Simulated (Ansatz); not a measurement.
This was printed by a script on Ansatz 0.2.0, Python API, for a single point in a Gaussian basis of CH₈Ge₂, SMILES [CH3][GeH2][GeH3]. What did the script look like? Use: PBE0, def2-SVP basis, multiplicity 1, D3BJ dispersion.

```xyz
11

C    -1.0827    1.2191   -0.4814
Ge   -0.3844   -0.5253   -0.6494
Ge    1.3209   -0.7894    0.9642
H    -0.2602    2.0260   -0.6733
H    -1.5478    1.3937    0.5073
H    -1.9362    1.4092   -1.2469
H     0.2348   -0.7114   -2.0655
H    -1.4537   -1.5560   -0.4051
H     0.7656   -0.5762    2.4389
H     2.4623    0.2667    0.7511
H     1.9466   -2.2135    0.8808
```

`python energy.py` gives:
```text
reference energy   -114173.092831 eV
total energy       -114173.285511 eV
occupied (up, down): [39, 39]  virtual: [79, 79]  frozen: 0
largest force 3.2219 eV/A, rms 0.799
   atom  mulliken  lowdin
0     C    -0.336  -0.090
1    Ge     0.224   0.058
2    Ge     0.127   0.103
3     H     0.092   0.050
4     H     0.083   0.026
5     H     0.087   0.042
6     H    -0.058  -0.037
7     H    -0.060  -0.043
8     H    -0.054  -0.035
9     H    -0.054  -0.037
10    H    -0.051  -0.038
dipole (e A): [-0.1544  0.1413 -0.063 ]
```

The script that was run (others could print the same):

`energy.py`:
```python
'''Electronic structure of the CH8Ge2 molecule.'''

import json

import ansatz
import numpy as np
import pandas as pd


def main() -> None:
    ch8ge2 = (
        ansatz.Crystal.molecule()
        .atom('C', (-1.0827, 1.2191, -0.4814))
        .atom('Ge', (-0.3844, -0.5253, -0.6494))
        .atom('Ge', (1.3209, -0.7894, 0.9642))
        .atom('H', (-0.2602, 2.026, -0.6733))
        .atom('H', (-1.5478, 1.3937, 0.5073))
        .atom('H', (-1.9362, 1.4092, -1.2469))
        .atom('H', (0.2348, -0.7114, -2.0655))
        .atom('H', (-1.4537, -1.556, -0.4051))
        .atom('H', (0.7656, -0.5762, 2.4389))
        .atom('H', (2.4623, 0.2667, 0.7511))
        .atom('H', (1.9466, -2.2135, 0.8808))
    )

    calculation = (
        ch8ge2.calculation()
        .basis(gaussian='def2-SVP')
        .functional('pbe0', dispersion='d3bj')  # level of theory
        .scf(lower_state_search='off')
        .forces()  # eV per angstrom
    )
    done = calculation.run(threads=1, backend='cpu')
    data = done.report

    print('reference energy %16.6f eV' % data['reference_energy_ev'])
    print('total energy     %16.6f eV' % data['free_energy_ev'])
    print('occupied (up, down):', data['n_occupied'], ' virtual:', data['n_virtual'], ' frozen:', data['n_frozen'])

    symbols = [site.symbol for site in ch8ge2.cartesian_sites]
    forces = np.array(data['forces_ev_ang'])
    print('largest force', round(float(np.linalg.norm(forces, axis=1).max()), 4), 'eV/A, rms', round(float(np.sqrt((forces ** 2).mean())), 4))

    charges = data['charge_distribution']
    table = pd.DataFrame({'atom': symbols, 'mulliken': charges['mulliken_charges_e'], 'lowdin': charges['lowdin_charges_e']})
    print(table.round(3).to_string())
    print('dipole (e A):', np.round(charges['dipole_moment_e_ang'], 4) + 0.0)
    with open('ch8ge2.json', 'w') as handle:
        json.dump({k: data[k] for k in ('free_energy_ev', 'reference_energy_ev', 'n_occupied', 'n_virtual')}, handle, indent=1)


if __name__ == '__main__':
    main()
```

These settings explore the input space; basis and method may be short of convergence. The geometry is a force-field or estimated start, not a minimum of this method, and the basis set is short of its limit. The Löwdin charges here are taken after orthogonalising the functions within each atom; they differ from plain Löwdin charges, and their signs can be unphysical. Total less reference energy is the dispersion correction. Wall time of the script: 5.9 s on 1 thread of Arm Neoverse V1, with other jobs on the host, peak memory 0.34 GiB.

(Lines on the test bed's own set-up are left out of the output.)
